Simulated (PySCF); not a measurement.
# TaH₄⁺: relaxation and vibrations of the singlet

The task is one start of a wider search on TaH₄⁺: the singlet, from a square planar start. It is relaxed, tested by its Hessian and followed downhill if it is a saddle.

The runs use PySCF 2.14.0; PBE0, basis Ta def2-TZVP with ECP60, H def2-TZVP, scalar-relativistic core potentials, no spin–orbit coupling, density fitting.

## (1) Where the work starts

5 atoms, charge 1, spin multiplicity 1.

Bond lengths: Ta1–H2 1.744 Å, Ta1–H3 1.744 Å, Ta1–H4 1.744 Å, Ta1–H5 1.744 Å. Angles: H2–Ta1–H3 90.0°, H2–Ta1–H4 180.0°, H2–Ta1–H5 90.0°, H3–Ta1–H4 90.0°, H3–Ta1–H5 180.0°, H4–Ta1–H5 90.0°.

Coordinates in bohr (charge 1 multiplicity 1):
```
Ta    0.0000    0.0000    0.0000
H     3.2964    0.0000    0.0000
H     0.0000    3.2964    0.0000
H    -3.2964    0.0000    0.0000
H     0.0000   -3.2964    0.0000
```

## (2) The SCF at the typed geometry

One driver script runs all steps and calls PySCF; scf.py shows how it sets up the SCF of each step. The optimiser is the driver's own. After this first run the driver tries any further starts and a stability analysis.

scf.py reads:

```python
from pyscf import gto, scf, dft
mol = gto.M(atom='''
Ta     0.000000     0.000000     0.000000
H      1.744400     0.000000     0.000000
H      0.000000     1.744400     0.000000
H     -1.744400     0.000000     0.000000
H     -0.000000    -1.744400     0.000000''',
    basis={'Ta': 'def2-TZVP', 'H': 'def2-TZVP'},
    ecp={'Ta': 'def2-TZVP'},
    charge=1, spin=0)
mf = dft.RKS(mol, xc='PBE0')
mf.grids.atom_grid = (50, 194)
aux = {'Ta': 'def2-universal-JKFIT', 'H': 'def2-universal-JKFIT'}
mf = mf.density_fit(auxbasis=aux)
mf.conv_tol = 1e-08
mf.diis_space = 10
mf.max_cycle = 60
mf.init_guess = 'minao'
mf.verbose = 4
mf.kernel()
```

The run is started by

```sh
$ OMP_NUM_THREADS=2 python axn.py task.json out
```

Output:

```text
init E= -40.1419932536204
  HOMO = -0.443512332457678  LUMO = -0.401129824530772  gap/eV = 1.15329
cycle= 1 E= -58.7217193859083  delta_E= -18.6  |g|= 0.339  |ddm|= 5.22
cycle= 2 E= -57.6781129148036  delta_E= 1.04  |g|= 1.45  |ddm|= 2.65
  HOMO = -0.503207750884553  LUMO = -0.466267396646204  gap/eV = 1.00520
cycle= 3 E= -58.747709385506  delta_E= -1.07  |g|= 0.0999  |ddm|= 2.72
  HOMO = -0.516436580952485  LUMO = -0.481268229728361  gap/eV = 0.95698
cycle= 4 E= -58.7512634137535  delta_E= -0.00355  |g|= 0.027  |ddm|= 0.119
  HOMO = -0.515552453932846  LUMO = -0.484097607438362  gap/eV = 0.85593
cycle= 5 E= -58.7516016038602  delta_E= -0.000338  |g|= 0.00213  |ddm|= 0.0547
  HOMO = -0.516462055589577  LUMO = -0.484369058347196  gap/eV = 0.87329
cycle= 6 E= -58.7516043145515  delta_E= -2.71e-06  |g|= 0.00113  |ddm|= 0.00546
  HOMO = -0.516413026401807  LUMO = -0.484085673325875  gap/eV = 0.87967
cycle= 7 E= -58.751605021103  delta_E= -7.07e-07  |g|= 0.000145  |ddm|= 0.00368
  HOMO = -0.516388101944796  LUMO = -0.484039512873308  gap/eV = 0.88025
cycle= 8 E= -58.751605053523  delta_E= -3.24e-08  |g|= 1.08e-05  |ddm|= 0.00102
  HOMO = -0.516391371899627  LUMO = -0.484042193835459  gap/eV = 0.88027
cycle= 9 E= -58.7516050537497  delta_E= -2.27e-10  |g|= 2.91e-06  |ddm|= 6.87e-05
  HOMO = -0.516391048906745  LUMO = -0.484041277271536  gap/eV = 0.88028
Extra cycle  E= -58.7516050537578  delta_E= -8.11e-12  |g|= 1.81e-06  |ddm|= 9.95e-06
converged SCF energy = -58.7516050537578
```

This step, with its further starts and checks, ran for 7 s (2 threads of Arm Neoverse N1, shared host).

Energies from each starting density:

```csv
start,energy (Eh)
the minimal-basis guess,-58.751605
a thermally smeared density,-58.751605
a smeared PBE density,-58.751605
```

The first run landed in a state that is too high. Following the other starts and the instabilities gains 22.5 kJ/mol (-58.76017 Eh), and the work goes on from there.

## (3) Square planar start, singlet: relaxation

The program finds D4h symmetry in the start, which this walk keeps. The walk stops when the largest gradient is under 0.0003 Eh/bohr and the energy has settled too.

Edit scf.py of step 2 so:

```diff
@@ -7 +7 @@
-H     -0.000000    -1.744400     0.000000''',
+H      0.000000    -1.744400     0.000000''',
@@ -18 +17,0 @@
-mf.init_guess = 'minao'
```

Steps of the walk:

```
step  energy (Eh)  change (kJ/mol)  largest symmetric gradient (Eh/bohr)
   0   -58.760173             0.00                               0.03178
   1   -58.769350           -24.09                               0.01445
   2   -58.772104           -31.32                               0.00277
   3   -58.772221           -31.63                               0.00028
   4   -58.772222           -31.63                               0.00001
```

The walk took 6.7 s.

Geometry (Å) and forces (eV/Å) at some steps, with the part that breaks the symmetry left in:

```
step 0
Ta   0.000   0.000   0.000   0.717   0.717   0.001
H    1.744   0.000   0.000   1.134  -0.127   0.001
H    0.000   1.744   0.000  -0.127   1.134  -0.001
H   -1.744   0.000   0.000  -2.134   0.410   0.001
H    0.000  -1.744   0.000   0.410  -2.134  -0.001
step 1
Ta   0.000   0.000   0.000   0.675   0.675   0.000
H    1.798   0.000   0.000   0.284  -0.147   0.000
H    0.000   1.798   0.000  -0.147   0.284   0.000
H   -1.798   0.000   0.000  -1.202   0.391   0.000
H    0.000  -1.798   0.000   0.391  -1.202   0.000
step 2
Ta   0.000   0.000   0.000   0.641   0.641   0.000
H    1.841   0.000   0.000  -0.288  -0.162   0.000
H    0.000   1.841   0.000  -0.162  -0.288   0.000
H   -1.841   0.000   0.000  -0.572   0.380   0.000
H    0.000  -1.841   0.000   0.380  -0.572   0.000
step 3
Ta   0.000   0.000   0.000   0.634   0.634   0.000
H    1.851   0.000   0.000  -0.409  -0.165   0.000
H    0.000   1.851   0.000  -0.165  -0.409   0.000
H   -1.851   0.000   0.000  -0.438   0.378   0.000
H    0.000  -1.851   0.000   0.378  -0.438   0.000
step 4
Ta   0.000   0.000   0.000   0.634   0.634   0.000
H    1.852   0.000   0.000  -0.422  -0.166   0.000
H    0.000   1.852   0.000  -0.166  -0.422   0.000
H   -1.852   0.000   0.000  -0.423   0.377   0.000
H    0.000  -1.852   0.000   0.377  -0.423   0.000
```

It settles in D4h symmetry, 31.6 kJ/mol below the start, after 4 steps: Ta–H 1.852 Å (×4); H–Ta–H 90.0° (×4), H–Ta–H 180.0° (×2). A gradient of 0.0123 Eh/bohr that breaks the symmetry is left: this electronic state wants a lower symmetry.

## (4) Relaxing without the symmetry constraint

The geometry is nudged along the force that breaks the symmetry.

The program finds C2v symmetry in the start, which may break.

Edit scf.py of step 3 so:

```diff
@@ -3,5 +3,5 @@
-Ta     0.000000     0.000000     0.000000
-H      1.744400     0.000000     0.000000
-H      0.000000     1.744400     0.000000
-H     -1.744400     0.000000     0.000000
-H      0.000000    -1.744400     0.000000''',
+Ta     0.001343     0.001343    -0.000000
+H      1.771328    -0.060833     0.000000
+H     -0.060833     1.771328    -0.000000
+H     -1.932964    -0.018606    -0.000000
+H     -0.018606    -1.932964     0.000000''',
```

Energy and gradient, step by step:

```
step  energy (Eh)  change (kJ/mol)  largest gradient (Eh/bohr)
   0   -58.773964             0.00                     0.00987
   1   -58.777416            -9.06                     0.01405
   2   -58.785627           -30.62                     0.02715
   3   -58.806096           -84.36                     0.02706
   4   -58.829908          -146.88                     0.02427
   5   -58.852439          -206.04                     0.01504
   6   -58.861299          -229.30                     0.01365
   7   -58.873945          -262.50                     0.01999
   8   -58.889161          -302.45                     0.02546
   9   -58.909989          -357.13                     0.06379
  10   -58.937028          -428.12                     0.07622
  11   -58.957830          -482.74                     0.04384
  12   -58.968441          -510.60                     0.01699
  13   -58.974232          -525.81                     0.01346
  14   -58.977340          -533.96                     0.01556
  15   -58.979450          -539.51                     0.01423
  16   -58.980116          -541.25                     0.00895
  17   -58.980169          -541.39                     0.00879
  18   -58.980532          -542.35                     0.00110
  19   -58.980567          -542.44                     0.00113
  20   -58.980582          -542.48                     0.00053
  21   -58.980584          -542.48                     0.00015
```

The walk took 31 s.

After 21 steps and 542.5 kJ/mol it ends at Td: Ta–H 1.731 Å (×4); H–Ta–H 109.5° (×6).

## (5) Is it a minimum? Harmonic modes

On the finer grid the gradient is checked again; gradients at displacements of ±0.02 bohr then give force constants and infrared intensities.

Edit scf.py of step 4 so:

```diff
@@ -3,5 +3,5 @@
-Ta     0.001343     0.001343    -0.000000
-H      1.771328    -0.060833     0.000000
-H     -0.060833     1.771328    -0.000000
-H     -1.932964    -0.018606    -0.000000
-H     -0.018606    -1.932964     0.000000''',
+Ta     0.000000     0.000000    -0.000000
+H      1.617287    -0.233617     0.572163
+H     -0.189694     1.632870    -0.543432
+H     -1.117617    -0.314295     1.284413
+H     -0.309976    -1.084957    -1.313144''',
@@ -12 +12 @@
-mf.grids.atom_grid = (50, 194)
+mf.grids.atom_grid = (75, 302)
@@ -15 +15 @@
-mf.conv_tol = 1e-08
+mf.conv_tol = 1e-10
```

The driver hands on the density of the step before, so the log starts near convergence.

SCF at the final geometry:

```text
init E= -58.9806173375249
  HOMO = -0.589655490440205  LUMO = -0.363588894249047  gap/eV = 6.15159
cycle= 1 E= -58.9806173375245  delta_E= 3.84e-13  |g|= 5.28e-07  |ddm|= 9.28e-07
  HOMO = -0.589655563278195  LUMO = -0.363589023427933  gap/eV = 6.15158
Extra cycle  E= -58.9806173375244  delta_E= 4.26e-14  |g|= 6e-07  |ddm|= 1.01e-06
converged SCF energy = -58.9806173375244
```

The whole step took 13 s.

Geometry: Td; Ta–H 1.731 Å (×4); H–Ta–H 109.5° (×6).

Harmonic modes (main isotopes):

```csv
symmetry,ω (cm⁻¹),IR (km/mol)
t2,628,178
e,785,0.0
t2,2010,183
a1,2021,0.0
```

All wavenumbers are real: a minimum.

Constants and moments:

```
Dipole moment about the centre of mass                          : 0.00 D
Highest occupied level                                          : -16.05 eV
Lowest empty level                                              : -9.89 eV
Rotational constants                                            : 2.093, 2.093, 2.093 cm⁻¹
Zero-point energy                                               : 68.8 kJ/mol
Principal polarisabilities                                      : 38.3, 38.3, 38.3 bohr³
Principal traceless quadrupole moments about the centre of mass : 0.00, 0.00, 0.00 D Å
Entropy at 298.15 K and 1 bar                                   : 234.8 J/(mol K)
Heat capacity Cp at 298.15 K                                    : 51.3 J/(mol K)
Enthalpy at 298.15 K above 0 K                                  : 11.50 kJ/mol
Rotational symmetry number                                      : 12
```

Charges (e) and bond orders:

```json
{"atom": "Ta1", "Mulliken": "0.95", "Löwdin": "1.11", "polar tensor": "1.67", "Mayer order to Ta1": "–"}
{"atom": "H2,3,4,5", "Mulliken": "0.01", "Löwdin": "-0.03", "polar tensor": "-0.17", "Mayer order to Ta1": "1.00"}
```

Outer orbital energies (eV). occupied: -83.45, -48.86, -48.86, -48.86, -16.99, -16.05, -16.05, -16.05; empty: -9.89, -9.89, -8.12, -8.12.

Mulliken populations on Ta1 (outside its core potential): s 2.97, p 6.35, d 2.69, f 0.04.

## (6) Stability of the closed shell

At the lowest minimum the closed shell is tested against spin polarisation, on the (50, 194) grid. It is stable.

## (7) What came out

| quantity | value |
| --- | --- |
| minimum | singlet, Td |
| geometry | Ta–H 1.731 Å (×4); H–Ta–H 109.5° (×6) |
| wavenumbers (cm⁻¹) | 628 (t2), 785 (e), 2010 (t2), 2021 (a1) |
| dipole moment (centre of mass) | 0.00 D |
| highest occupied, lowest empty level | -16.05, -9.89 eV |
| polar-tensor charge of Ta1 | +1.67 e |
| zero-point energy | 68.8 kJ/mol |
| entropy at 298.15 K | 234.8 J/(mol K) |

The square planar start (D4h) ends in a minimum of Td symmetry. The strongest infrared band lies at 2010 cm⁻¹ (t2, stretch). The first SCF alone would have been 22 kJ/mol too high. Only this shape and spin were tried, so other structures or states may lie lower. Spin–orbit coupling, left out here, can matter for elements this heavy.

The search up to here ran for 60 s (2 threads of Arm Neoverse N1, shared host).
